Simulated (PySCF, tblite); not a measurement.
# C5H11FO3Si: geometry, infrared bands and NMR shifts

What infrared bands and NMR shifts should C5H11FO3Si (`CO[C@@H](C(C)=O)[Si@H](F)OC`) show?

The runs use tblite 0.8.0 and PySCF 2.14.0, with density-fitted response routines of our own; the level of theory stands in each step. All values are computed, except where a source is named. Atoms are numbered from 0 throughout.

## (1) The starting structure

21 atoms, charge 0, multiplicity 1; geometry from: force field or distance geometry start.

Bonds of the start (Å): C0–O1 1.43, O1–C2 1.44, C2–C3 1.54, C3–C4 1.51, C3–O5 1.23, C2–Si6 1.89, Si6–F7 1.61, Si6–O8 1.67, O8–C9 1.41, C0–H10 1.10, C0–H11 1.10, C0–H12 1.08, C2–H13 1.10, C4–H14 1.09, C4–H15 1.09, C4–H16 1.09, Si6–H17 1.48, C9–H18 1.10, C9–H19 1.09, C9–H20 1.10.

## (2) Geometry optimisation with GFN2-xTB

Job settings and geometry (Å):

```
{"job": {"kind": "relax", "xc": "GFN2-xTB", "basis": "xTB"}, "charge": 0, "multiplicity": 1}
C     -2.315400    -1.384900     0.741400
O     -1.670100    -0.135300     0.508900
C     -0.828300    -0.149200    -0.663700
C     -0.833700     1.283200    -1.241600
C     -0.884500     2.430500    -0.256300
O     -0.769600     1.475200    -2.452000
Si     0.954900    -0.750300    -0.519500
F      0.917200    -2.276400    -0.010100
O      1.870200     0.099600     0.591000
C      3.105300    -0.447700     0.997200
H     -3.003400    -1.611900    -0.088600
H     -2.919800    -1.296900     1.658900
H     -1.605700    -2.189800     0.884600
H     -1.332600    -0.762000    -1.429900
H     -0.116600     2.326600     0.504600
H     -0.699900     3.367300    -0.789700
H     -1.871200     2.487800     0.201000
H      1.656000    -0.738700    -1.821900
H      3.575500     0.253000     1.702600
H      2.978500    -1.402500     1.514500
H      3.784200    -0.560800     0.144400
```

The run is started by

```console
$ OMP_NUM_THREADS=1 python probes_run.py task.json out
```

This one command runs all jobs of the session in turn.

**Question.** This job is followed by: GFN2-xTB harmonic vibrations, gas phase; GIAO PBE0/pcSseg-1 NMR shielding, non-relativistic, gas phase. What will the session give for the following? strongest single infrared mode (GFN2-xTB); zero-point energy (GFN2-xTB); 13C shifts against TMS (PBE0/pcSseg-1); 1H shifts against TMS (PBE0/pcSseg-1, means over atoms taken as alike); 17O shifts against H2O (PBE0/pcSseg-1); 29Si shifts against TMS (PBE0/pcSseg-1); 19F shifts against CFCl3 (PBE0/pcSseg-1).

**Answer**, as computed:

| quantity | value |
| --- | --- |
| strongest single infrared mode (GFN2-xTB) | 1746 cm⁻¹, 349 km/mol |
| zero-point energy (GFN2-xTB) | 98.5 kcal/mol |
| 13C shifts against TMS (PBE0/pcSseg-1) | 214.5, 88.3, 60.8, 53.5, 31.4 ppm |
| 1H shifts against TMS (PBE0/pcSseg-1, means over atoms taken as alike) | 4.83, 4.01, 3.69, 3.41, 2.34 ppm |
| 17O shifts against H2O (PBE0/pcSseg-1) | 643.7, 32.0, 12.4 ppm |
| 29Si shifts against TMS (PBE0/pcSseg-1) | -18.0 ppm |
| 19F shifts against CFCl3 (PBE0/pcSseg-1) | -155.8 ppm |

**Reading.** The optimisation took 101 steps and gained 0.339 eV; among the close pairs (by a distance rule), Si6–O8 changed most, from 1.671 to 1.604 Å. All 57 modes are real, so the xTB geometry is a minimum. The strongest single mode, at 1746 cm⁻¹, moves mainly C3 and O5. Unscaled tight-binding wavenumbers are off by several per cent, some by more. Its intensities can rank the bands wrongly. The most deshielded carbon is C3 (ketone carbonyl carbon), at 214.5 ppm: low-lying n→π* states of the double bond to the heteroatom give a large paramagnetic term (-280 ppm). At PBE0/pcSseg-1: The widest tensor belongs to O5: span 1236 ppm, with a paramagnetic part of -707 ppm.
